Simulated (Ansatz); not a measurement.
# MP2/def2-SVPD run of BPH6 (SMILES [BH3-][PH3+])

What is the electronic atomisation energy of BPH6 at MP2/def2-SVPD? 

The calculation is run with Ansatz 0.2.0.

48 further runs of the same task are left out: 48 set aside as unsound or not needed.

**1. The structure to begin with**

BPH6 has 8 atoms, charge 0, and is taken as a singlet. SMILES: `[BH3-][PH3+]`. Geometry: relaxed at PBE0-D4/def2-TZVP.

Bond lengths: B1–P2 1.910 Å, B1–H3 1.209 Å, B1–H4 1.209 Å, B1–H5 1.209 Å, P2–H6 1.408 Å, P2–H7 1.409 Å, P2–H8 1.408 Å. Some angles: B1–P2–H6 118.0°, B1–P2–H7 118.1°, B1–P2–H8 118.0°, P2–B1–H3 103.8°, P2–B1–H4 103.8°, P2–B1–H5 103.8°, H6–P2–H7 99.7°, H6–P2–H8 99.7°, H7–P2–H8 99.7°, H3–B1–H4 114.5°.

**2. A single-point energy at MP2/def2-SVPD**

File job.yaml:

```yaml
basis:
  gaussian:
    orbitals: def2-SVPD
crystal:
  periodic: [false, false, false]
  atoms:
    - {symbol: B, position_ang: [-0.556100, 0.227200, -0.914000]}
    - {symbol: P, position_ang: [0.433900, -0.181600, 0.667700]}
    - {symbol: H, position_ang: [-1.693400, 0.343100, -0.520100]}
    - {symbol: H, position_ang: [-0.367800, -0.730200, -1.628000]}
    - {symbol: H, position_ang: [-0.055500, 1.254200, -1.309900]}
    - {symbol: H, position_ang: [0.418800, 0.755700, 1.718800]}
    - {symbol: H, position_ang: [1.823100, -0.380300, 0.547100]}
    - {symbol: H, position_ang: [0.089200, -1.345200, 1.382600]}
correlation:
  method: mp2
  frozen_orbitals: {B: 1, H: 0, P: 5}
accuracy: high
```

The run is started by

```bash
ansatz run job.yaml --threads 1 --pin off --max-ram 3480MiB --events-out events.jsonl --progress --plain --runs-dir runs
```

The log of the run:

```text
Warning: RAYON_NUM_THREADS=1 ignored (pool sized by the plan → 1); use --threads N
Functional definition: HF
  name "HF"
  exchange = exact_x
  correlation = 0
1856 factors; integrals over basis functions are off by at most 3.6e-9 eV
mean field evaluation 1: about -10032.5706 eV, gradient 2.1e1 eV
mean field evaluation 2: about -10032.5727 eV, gradient 2.1e1 eV
mean field evaluation 4: about -10034.3488 eV, gradient 1.9e0 eV
mean field evaluation 8: about -10034.3695 eV, gradient 9.5e-3 eV
mean field -10034.36951967 eV, -368.7562783078 hartree, gradient 1.9e-8 eV, S^2 0.000000; 0 other end points of the search recorded, 0 dependent functions left out
6 core orbitals not correlated: weight in the atoms' cores, before any rotation towards them, 1.000 or more for the frozen orbitals, at most 0.000 for the correlated occupied ones
reference -10034.36951967 eV, -368.7562783078 hartree; 7, 7 occupied and 79, 79 virtual orbitals, 1856 factors
second order -7.04528704 eV of doubles, -0.00000000 eV of singles
Total energy: -10041.41480671 eV, -369.0151878312 hartree
```

Run time: 5.4 s. Hardware: 1 thread of Intel Xeon Platinum 8259CL at 2.50GHz (Skylake/Cascade Lake), shared host; peak memory 0.23 GiB.

**3. The B atom**

File in.yaml:

```yaml
crystal:
  periodic: [false, false, false]
  atoms:
    - symbol: B
      position_ang: [0.000000, 0.000000, 0.000000]
basis:
  gaussian:
    orbitals: def2-SVPD
magnetization:
  spin_polarized: true
  initial_magnetization: 1
correlation:
  method: mp2
  frozen_orbitals: {B: 1}
accuracy: high
```

Run the same way, it converges to -24.53858 Eh (log not shown).

**4. The H atom: the energy at UHF/def2-SVPD**

File input.yaml:

```yaml
crystal:
  periodic: [false, false, false]
  atoms:
    - {symbol: H, position_ang: [0.000000, 0.000000, 0.000000]}
basis:
  gaussian: {orbitals: def2-SVPD}
total_charge: 0
magnetization: {spin_polarized: true, initial_magnetization: 1}
hamiltonian: {xc: hf}
accuracy: high
```

The run is started by

```bash
ansatz run input.yaml --threads 1 --pin off --max-ram 3480MiB --events-out events.jsonl --progress --plain --runs-dir runs
```

The log of the run:

```text
Warning: RAYON_NUM_THREADS=1 ignored (pool sized by the plan → 1); use --threads N
[... 4 set-up lines as earlier in the session ...]
33 factors; integrals over basis functions are off by at most 4.9e-10 eV
mean field evaluation 1: about -13.5522 eV, gradient 1.6e0 eV
mean field evaluation 2: about -13.5522 eV, gradient 1.6e0 eV
mean field evaluation 4: about -13.5861 eV, gradient 1.4e-4 eV
mean field evaluation 8: about -13.5861 eV, gradient 8.0e-9 eV
mean field -13.58605754 eV, -0.4992784057 hartree, gradient 8.0e-9 eV, S^2 0.750000; 0 other end points of the search recorded, 0 dependent functions left out
reference -13.58605754 eV, -0.4992784057 hartree; 1, 0 occupied and 7, 8 virtual orbitals, 33 factors
Total energy: -13.58605754 eV, -0.4992784057 hartree
```

Run time: 0.06 s. Hardware: 1 thread of Intel Xeon Platinum 8259CL at 2.50GHz (Skylake/Cascade Lake), shared host.

**5. The P atom, same level**

File in.yaml:

```yaml
crystal:
  periodic: [false, false, false]
  atoms:
    - {symbol: P, position_ang: [0.000000, 0.000000, 0.000000]}
basis:
  gaussian:
    orbitals: def2-SVPD
magnetization:
  spin_polarized: true
  initial_magnetization: 3
correlation:
  method: mp2
  frozen_orbitals: {P: 5}
accuracy: high
```

The run is started by

```bash
ansatz run in.yaml --threads 1 --pin off --max-ram 3480MiB --events-out events.jsonl --progress --plain --runs-dir runs
```

The log of the run:

```text
Warning: RAYON_NUM_THREADS=1 ignored (pool sized by the plan → 1); use --threads N
[... 4 set-up lines as earlier in the session ...]
196 factors; integrals over basis functions are off by at most 2.2e-9 eV
mean field evaluation 1: about -9268.0652 eV, gradient 2.7e0 eV
mean field evaluation 2: about -9268.0690 eV, gradient 2.7e0 eV
mean field evaluation 4: about -9268.1443 eV, gradient 1.9e-1 eV
mean field evaluation 8: about -9268.1448 eV, gradient 3.4e-4 eV
mean field -9268.14477502 eV, -340.5980383080 hartree, gradient 4.7e-8 eV, S^2 3.750823; 0 other end points of the search recorded, 0 dependent functions left out
5 core orbitals not correlated: weight in the atoms' cores, before any rotation towards them, 1.000 or more for the frozen orbitals, at most 0.000 for the correlated occupied ones
reference -9268.14477502 eV, -340.5980383080 hartree; 4, 1 occupied and 15, 18 virtual orbitals, 196 factors
second order -1.83473505 eV of doubles, -0.00000000 eV of singles
Total energy: -9269.97951008 eV, -340.6654635776 hartree
```

Wall time 0.12 s (1 thread of Intel Xeon Platinum 8259CL at 2.50GHz (Skylake/Cascade Lake), shared host).

**6. What came out**

Level: MP2/def2-SVPD, 6 core orbitals frozen.

| quantity | value |
| --- | --- |
| molecule: total energy | -369.01519 Eh |
| molecule: correlation energy (6 core orbitals frozen) | -258.9 mEh |
| B atom: total energy | -24.53858 Eh |
| B atom: correlation energy (1 core orbital frozen) | -37.2 mEh |
| B atom: ⟨S²⟩ of the reference determinant | 0.760 |
| H atom: total energy | -0.49928 Eh |
| H atom: ⟨S²⟩ | 0.750 |
| P atom: total energy | -340.66546 Eh |
| P atom: correlation energy (5 core orbitals frozen) | -67.4 mEh |
| P atom: ⟨S²⟩ of the reference determinant | 3.751 |
| electronic atomisation energy | 22.190 eV |

Taking the molecule apart into free atoms costs 22.19 eV (512 kcal/mol), before zero-point energy and without spin-orbit coupling.
